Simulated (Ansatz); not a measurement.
# K (hcp type): how the settings move a single-point run

Aim: see which settings change the result for K (hcp type), by how much, and at what cost.

Method: reference: DFT, PBEsol, all-electron LAPW, scalar-relativistic, in Ansatz 0.2.0.

1 further run of the same task is left out (it didn't finish). Runs told in other sessions of the task aren't counted.

### 1 The starting structure

The structure is hexagonal, space group P6_3/mmc (No. 194). The conventional cell has a = 4.333 Å, b = 4.333 Å, c = 7.019 Å, α = 90.00°, β = 90.00°, γ = 120.00°. Around K (site symmetry -6m2) lie 12 K at 4.31 to 4.33 Å.

As a file:

```
K
1.0
     4.33279    0.00000    0.00000
    -2.16640    3.75231    0.00000
     0.00000    0.00000    7.01913
K
2
Direct
  0.33333 0.66667 0.25000
  0.66667 0.33333 0.75000
```

### 2 Baseline

input.yaml reads:

```yaml
crystal:
  lattice:
    - [4.3327933844, 0.0, 0.0]
    - [-2.1663966922, 3.7523091402, 0.0]
    - [0.0, 0.0, 7.0191252827]
  atoms:
    - { symbol: K, position: [0.3333333333, 0.6666666667, 0.25] }
    - { symbol: K, position: [0.6666666667, 0.3333333333, 0.75] }
kpoints:
  mp_grid: { grid: [10, 10, 5] }
scf:
  occupations: { method: fermi_dirac, width: 0.05 }
hamiltonian:
  xc: pbesol
  pseudopotentials: { kind: all_electron, lapw: { basis_error: 0.001 } }
output:
  forces: true
  stress: true
  eigenvalues: true
  populations: true
```

Started as:

```
ansatz run input.yaml --threads 1 --pin off --max-ram 2048MiB --backend cpu --events-out ev --progress --plain --runs-dir out
```

### 3 Changed: mp_grid.grid [15, 15, 8], mp_grid.shift [0.5, 0.5, 0.5], dispersion d4

input.yaml: that of step 2 with these lines changed.

```diff
@@ -9,3 +9,3 @@
 kpoints:
-  mp_grid: { grid: [10, 10, 5] }
+  mp_grid: { grid: [15, 15, 8], shift: [0.5, 0.5, 0.5] }
 scf:
@@ -15,2 +15,3 @@
   pseudopotentials: { kind: all_electron, lapw: { basis_error: 0.001 } }
+  dispersion: d4
 output:
```

Q: Predict the outcome of this session. Wanted: for each run, ending; energy change; pressure; gap; force.

As calculated:

```
                                                                      run     ending                                            energy change  pressure (GPa)  gap (eV)  force (eV/Å)  cycles   time
                                                                reference  converged                                                        0             1.2      0.00          0.00       7  3.7 s
1: mp_grid.grid [15, 15, 8], mp_grid.shift [0.5, 0.5, 0.5], dispersion d4  converged  -20.1 meV/atom (dispersion and other settings together)             1.2      0.00          0.00       7   21 s
```

Residual by cycle in the longest SCF loop of each run; runs are numbered as in the table. The quantity is the density residual dr2, in eV.

```
cycle  reference    run 1
    1    0.00421  0.00432
    2    0.00216  0.00222
    3     7.1e-4   7.3e-4
    4     1.8e-4   1.9e-4
    5     4.3e-6   4.3e-6
    6     4.3e-7   4.4e-7
    7     2.5e-8   2.5e-8
```

**Reading.** The energy moves by -20.1 meV/atom, nearly all of it the dispersion term itself (-19.3 meV/atom); that offset belongs to the model and is no gain or loss of stability.
